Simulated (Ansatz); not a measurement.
# C2H8AlNO: one species, many methods

The task here is to estimate one member of a computed series from the others.

The runs use Ansatz 0.2.0, Gaussian basis; functionals in def2-TZVPP, the program's frozen cores in correlated methods.

Levels to be run: LDA (SPW92), PBE-D4, revPBE-D4, BLYP-D4, r2SCAN-D4, B97M-V, PBE0-D4, B3LYP-D4, r2SCANh-D4, r2SCAN0-D4, HSE06-D4, BHLYP-D4, CAM-B3LYP-D4, LC-ωPBE, ωB97X-V, ωB97M-V, B2PLYP, PBE-QIDH; CCSD(T)/def2-SVP; CCSD(T)/def2-TZVPP; MP2/def2-QZVPP; extrapolation to the limit; RPA on PBE.

## Structure used throughout

All runs share one geometry, relaxed beforehand with PBE0-D4 in a triple-zeta def2 set.

13 atoms, charge 0, spin multiplicity 1.

Atoms are counted from 1 here; the program's logs count them from 0.

Bond lengths: N1–C2 1.407 Å, N1–H6 1.009 Å, N1–H7 1.011 Å, C2–O3 1.451 Å, C2–H8 1.091 Å, C2–H9 1.092 Å, O3–C4 1.486 Å, O3–Al5 1.928 Å, C4–Al5 1.950 Å, C4–H10 1.091 Å, C4–H11 1.088 Å, Al5–H12 1.585 Å, Al5–H13 1.593 Å. Angles: C2–N1–H6 114.0°, C2–N1–H7 113.3°, H6–N1–H7 109.9°, N1–C2–O3 116.6°, N1–C2–H8 110.2°, N1–C2–H9 110.0°, O3–C2–H8 103.6°, O3–C2–H9 106.2°, H8–C2–H9 109.9°, C2–O3–C4 119.3°, C2–O3–Al5 138.2°, C4–O3–Al5 68.3°, O3–C4–Al5 66.7°, O3–C4–H10 110.1°, O3–C4–H11 108.7°, Al5–C4–H10 118.1°, Al5–C4–H11 128.6°, H10–C4–H11 111.5° and more.

As a file:

```mol
C2H8AlNO
  3D, bonds by distance, orders not assigned

 13 13  0  0  0  0  0  0  0  0999 V2000
   -1.1863   -1.0316    0.9833 N   0  0
    0.0984   -1.2740    0.4628 C   0  0
    0.6673   -0.2342   -0.3736 O   0  0
    0.9438    1.1019    0.2159 C   0  0
    0.0492    1.1912   -1.5146 Al  0  0
   -1.2165   -0.2984    1.6764 H   0  0
   -1.8813   -0.8597    0.2696 H   0  0
    0.0820   -2.1480   -0.1898 H   0  0
    0.8080   -1.4325    1.2779 H   0  0
    0.3412    1.2485    1.1137 H   0  0
    2.0072    1.1743    0.4341 H   0  0
    0.8473    1.2461   -2.8823 H   0  0
   -1.5399    1.2817   -1.4585 H   0  0
  1  2  8  0
  1  6  8  0
  1  7  8  0
  2  3  8  0
  2  8  8  0
  2  9  8  0
  3  4  8  0
  3  5  8  0
  4  5  8  0
  4 10  8  0
  4 11  8  0
  5 12  8  0
  5 13  8  0
M  END
```

The first run:

in.yaml

```yaml
crystal:
  periodic: [false, false, false]
  atoms:
    - {symbol: N, position_ang: [-1.186336, -1.031563, 0.983258]}
    - {symbol: C, position_ang: [0.098411, -1.274033, 0.462771]}
    - {symbol: O, position_ang: [0.667267, -0.234158, -0.373552]}
    - {symbol: C, position_ang: [0.943752, 1.101917, 0.215876]}
    - {symbol: Al, position_ang: [0.049155, 1.191204, -1.514562]}
    - {symbol: H, position_ang: [-1.216533, -0.298442, 1.676391]}
    - {symbol: H, position_ang: [-1.881312, -0.859743, 0.269627]}
    - {symbol: H, position_ang: [0.082012, -2.148031, -0.189791]}
    - {symbol: H, position_ang: [0.807971, -1.432539, 1.277919]}
    - {symbol: H, position_ang: [0.341211, 1.248506, 1.113710]}
    - {symbol: H, position_ang: [2.007232, 1.174310, 0.434134]}
    - {symbol: H, position_ang: [0.847296, 1.246128, -2.882276]}
    - {symbol: H, position_ang: [-1.539925, 1.281745, -1.458504]}
basis:
  gaussian: {orbitals: def2-TZVPP}
hamiltonian: {xc: lda}
output: {orbitals: {seedname: orbitals}}
```

Run with:

```sh
$ ansatz run in.yaml --threads 4 --pin off --events-out ev --progress --plain --max-ram 10444MiB
```

Among the steps run: LDA; PBE-D4 (GGA); revPBE-D4 (GGA); BLYP-D4 (GGA); r2SCAN-D4 (meta-GGA); B97M-V (meta-GGA); B3LYP-D4 (hybrid); r2SCANh-D4 (hybrid); r2SCAN0-D4 (hybrid); HSE06-D4 (hybrid); BHLYP-D4 (hybrid); CAM-B3LYP-D4 (range-separated); LC-ωPBE (range-separated); ωB97X-V (range-separated); ωB97M-V (range-separated); B2PLYP (double hybrid); PBE-QIDH (double hybrid).

One of the session's tables, all rows but one given; the rest of the session is left out.

It belongs to the step «Orbital energies across the functionals». 

| functional | HOMO (eV) | gap (eV) |
| --- | --- | --- |
| LDA (SPW92) | -6.13 | 5.10 |
| PBE-D4 | -5.98 | 5.17 |
| revPBE-D4 | -5.92 | 5.21 |
| BLYP-D4 | -5.87 | 5.17 |
| r2SCAN-D4 | -6.23 | 5.81 |
| B97M-V | -6.36 | 5.65 |
| PBE0-D4 | -7.25 | 7.20 |
| B3LYP-D4 | -7.05 | 6.78 |
| r2SCANh-D4 | -6.70 | 6.53 |
| r2SCAN0-D4 | -7.42 | 7.60 |
| HSE06-D4 | -6.84 | 6.43 |
| BHLYP-D4 | -8.45 | 9.12 |
| CAM-B3LYP-D4 | -8.66 | 9.48 |
| LC-ωPBE | ? | ? |
| ωB97X-V | -9.67 | 11.43 |
| ωB97M-V | -9.53 | 10.95 |

**Question.** Estimate the row for LC-ωPBE.

The run gave: HOMO (eV): -10.03; gap (eV): 11.94. In the column «HOMO (eV)» it is the lowest.
